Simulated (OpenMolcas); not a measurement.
**Mo³⁺ among point charges: CASSCF and CASPT2 levels and susceptibility**

Aim: the splitting of the states of Mo³⁺ in the field of 4 point charges, its lowest levels with spin-orbit coupling and its magnetic susceptibility.

The numbers are computed with OpenMolcas 26.06 (state-averaged CASSCF and CASPT2, spin-orbit coupling by RASSI with atomic mean-field integrals), except any that are marked as measured or tabulated.

### 1 The system

```
Species                           : Mo³⁺ (molybdenum, Z = 42, 39 electrons)
Basis                             : ANO-RCC-VTZP [7s6p4d2f1g], 68 functions
Scalar Hamiltonian                : DKH2, point nucleus
Inactive shells                   : 1s 2s 2p 3s 3p 3d 4s 4p
Active space                      : 3 electrons in 5 orbitals (4d)
Some configurations of this space : 4d3
Orbitals                          : optimised for each spin and parity, averaged over all roots
```

Outer shells as boxes (Hund's rule):

4d3
```
4d [↑ ][↑ ][↑ ][  ][  ]
```

The ion sits among 4 point charges of -1.6 e arranged as a tetrahedron (Td), 1.83 Å from the ion.

The work runs as a chain of OpenMolcas steps in one folder; each step below is one input file. Labels, J, g values, rates, χT and fits are worked out afterwards by a script from the matrices that RASSI stores.

### 2 One- and two-electron integrals

a.inp reads:

```
&GATEWAY
Coord
1

Mo 0.0 0.0 0.0
Basis=ANO-RCC-VTZP
Group=NoSym
NoMove
AngMom=0.0 0.0 0.0
AMFI
XField
4 Angstrom 0
1.056551 1.056551 1.056551 -1.600000
1.056551 -1.056551 -1.056551 -1.600000
-1.056551 1.056551 -1.056551 -1.600000
-1.056551 -1.056551 1.056551 -1.600000
&SEWARD
```

### 3 CASSCF: quartets, 10 roots

a.inp reads:

```
&RASSCF
FileOrb=start.orb
Symmetry=1
Spin=4
nActEl=3 0 0
Inactive=18
Ras2=5
CIRoot=10 10 1
SDav=10
CIMx=300
Iter=120 100
PrWF=0.3
OrbListing=Nothing
MaxOrb=0
>>> COPY $Project.JobIph JOB001
```

start.orb holds the contracted functions of the basis, ordered by shell, or the orbitals of the step before.

### 4 Reference wave functions, doublets, 40 roots

a.inp reads:

```
&RASSCF
FileOrb=start.orb
Symmetry=1
Spin=2
nActEl=3 0 0
Inactive=18
Ras2=5
CIRoot=40 40 1
SDav=40
CIMx=300
Iter=120 100
PrWF=0.3
OrbListing=Nothing
MaxOrb=0
>>> COPY $Project.JobIph JOB002
```

### 5 RASSI: spin-orbit coupling between the states

a.inp reads:

```
&RASSI
NrOfJobIphs=2 10 40
1 2 3 4 5 6 7 8 9 10
1 2 3 4 5 6 7 8 9 10 11 12 13 14 15 16 17 18 19 20 21 22 23 24 25 26 27
28 29 30 31 32 33 34 35 36 37 38 39 40
IphNames
JOB001
JOB002
EJob
SpinOrbit
DIPRint=1.0
SOCoupling=1000.0
Subsets=2
Property=9
'ANGMOM' 1 'ANGMOM' 2 'ANGMOM' 3 'MLTPL  1' 1 'MLTPL  1' 2 'MLTPL  1' 3
'AMFI' 1 'AMFI' 2 'AMFI' 3
SOProperty=3
'ANGMOM' 1 'ANGMOM' 2 'ANGMOM' 3
```

### 6 CASPT2: IPEA 0.25, imaginary shift 0.1 (closed shells correlated: 4s 4p)

a.inp reads:

```
>>> COPY JOB001 $Project.JobIph
&CASPT2
Multistate=10 1 2 3 4 5 6 7 8 9 10
NoMult
Frozen=14
IPEA=0.25
Imaginary=0.1
MaxIter=60
WThr=0.0 0.3 0.05
PrWF=0.5
NoMix
>>> COPY JOB002 $Project.JobIph
&CASPT2
Multistate=40 1 2 3 4 5 6 7 8 9 10 11 12 13 14 15 16 17 18 19 20 21 22
23 24 25 26 27 28 29 30 31 32 33 34 35 36 37 38 39 40
NoMult
Frozen=14
IPEA=0.25
Imaginary=0.1
MaxIter=60
WThr=0.0 0.3 0.05
PrWF=0.5
NoMix
```

(Steps that only read results are left out.)

**Question.** What will these runs give? Wanted: spin-free ground state; first state of the same spin within the active space; lowest level; next level.

As calculated:

```
                                            quantity                                                                        value
                                              method  SS-CASPT2, IPEA 0.25, imaginary shift 0.1 (closed shells correlated: 4s 4p)
                              spin-free ground state                                              4T1, 3-fold in its orbital part
first state of the same spin within the active space                                                             4T2 at 3430 cm⁻¹
                                        lowest level                                                                    4-fold Γ8
                                          next level                                                                   288.8 cm⁻¹
                                         χT at 300 K                                                               0.58 cm³ K/mol
                           effective moment at 300 K                                                                      2.15 μB
```

Cost by method:

```
                                              method  time of its own steps  time with the reference
                                           A. CASSCF                   10 s                     10 s
B. SS-CASPT2, IPEA 0.25, imaginary shift 0.1, +4s 4p                   12 s                     22 s
```

Times are of one thread on a shared host.

**Reading.** The spin-free ground state (4T1) comes to 99 % from free-ion F terms and keeps the highest spin of the shell. χT at 300 K is 0.58, against 1.88 cm³ K/mol for the spin alone, so spin-orbit coupling lowers it. A ligand-field fit to the states below 45000 cm-1 gives 10Dq = -3864 cm-1, B = 577 cm-1 and C = 2516 cm-1 (C/B = 4.36), with a deviation of 388 cm-1. CASPT2 does not keep the components of a term degenerate, and the means are used. The field of point charges can differ much from that of real complexes. This is an electrostatic model: the charges have no orbitals.
